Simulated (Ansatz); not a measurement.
## CH3NOSi, SMILES N=C1O[SiH2]1: a single point from an input written key by key, step by step

With Ansatz's Python interface.

Notebook, run cell by cell (the value of a cell's last expression is shown):

**Cell 1**
```python
import ansatz as az
import numpy as np
```

**Cell 2**
```python
deck = {
    "crystal": {
        "periodic": [False, False, False],
        "atoms": [
            {"symbol": "N", "position_ang": [-1.02, -1.5905, -0.3925]},
            {"symbol": "C", "position_ang": [-0.273, -0.639, -0.0349]},
            {"symbol": "O", "position_ang": [0.7381, -0.672, 0.7671]},
            {"symbol": "Si", "position_ang": [0.557, 0.9084, 0.1259]},
            {"symbol": "H", "position_ang": [-1.7696, -1.1822, -1.0671]},
            {"symbol": "H", "position_ang": [0.1444, 1.8272, 1.2528]},
            {"symbol": "H", "position_ang": [1.6843, 1.2801, -0.6971]},
        ],
    },
    "basis": {"gaussian": {"orbitals": "cc-pVDZ"}},
    "hamiltonian": {"xc": "b3lyp"},
    "output": {"forces": True},
}
session = az.Session.from_dict(deck)
data = session.plan(threads=1).execute().report

print("reference energy %16.6f eV" % data["reference_energy_ev"])
print("total energy     %16.6f eV" % data["free_energy_ev"])
print("occupied orbitals outside the frozen core (up, down):", data["n_occupied"], " frozen:", data["n_frozen"], " virtual:", data["n_virtual"])
symbols = ["N", "C", "O", "Si", "H", "H", "H"]
field = data["mean_field"]
print("<S^2> =", round(abs(field["state"]["spin_squared"]), 4), " all-electron relativity setting:", field["relativity"])
print("passes:", field["passes"])
if "symmetry" in field:
    print("occupied orbitals by irrep:", field["symmetry"]["occupied"])
```
Output:
```text
reference energy    -12499.277051 eV
total energy        -12499.277051 eV
occupied orbitals outside the frozen core (up, down): [19, 19]  frozen: 0  virtual: [56, 56]
<S^2> = 0.0  all-electron relativity setting: none
passes: {'evaluations': 17, 'products': 12}
occupied orbitals by irrep: [{'A': 19}, {'A': 19}]
```

**Cell 3**
```python
print("forces (eV/A)")
for symbol, f in zip(symbols, data["forces_ev_ang"]):
    print(f"  {symbol:2s} {f[0]:9.4f} {f[1]:9.4f} {f[2]:9.4f}")
charges = data["charge_distribution"]
print("dipole moment", round(4.803205 * float(np.linalg.norm(charges["dipole_moment_e_ang"])), 3), "D")
print("Mulliken:", [(s, round(q, 3)) for s, q in zip(symbols, charges["mulliken_charges_e"])])
```
Output:
```text
forces (eV/A)
  N    -1.9583    0.6657   -1.4643
  C    -2.8907   -1.6539   -2.0505
  O     2.6331   -1.2729    2.3712
  Si    0.0131    2.6688    0.9051
  H     1.4315   -0.8812    1.2366
  H     0.2049    0.0424   -0.5110
  H     0.5663    0.4311   -0.4870
dipole moment 3.92 D
Mulliken: [('N', -0.203), ('C', 0.124), ('O', -0.246), ('Si', 0.32), ('H', 0.106), ('H', -0.05), ('H', -0.052)]
```

These settings explore the input space; basis and method may be short of convergence. The geometry is a force-field or estimated start, not a minimum of this method, and the basis set is short of its limit. b3lyp holds the VWN-RPA fit, as in Gaussian; the form of ORCA and Turbomole is b3lyp5. Timing: 2.7 s on 1 thread of Arm Neoverse V1, on a shared host, peak memory 0.18 GiB.
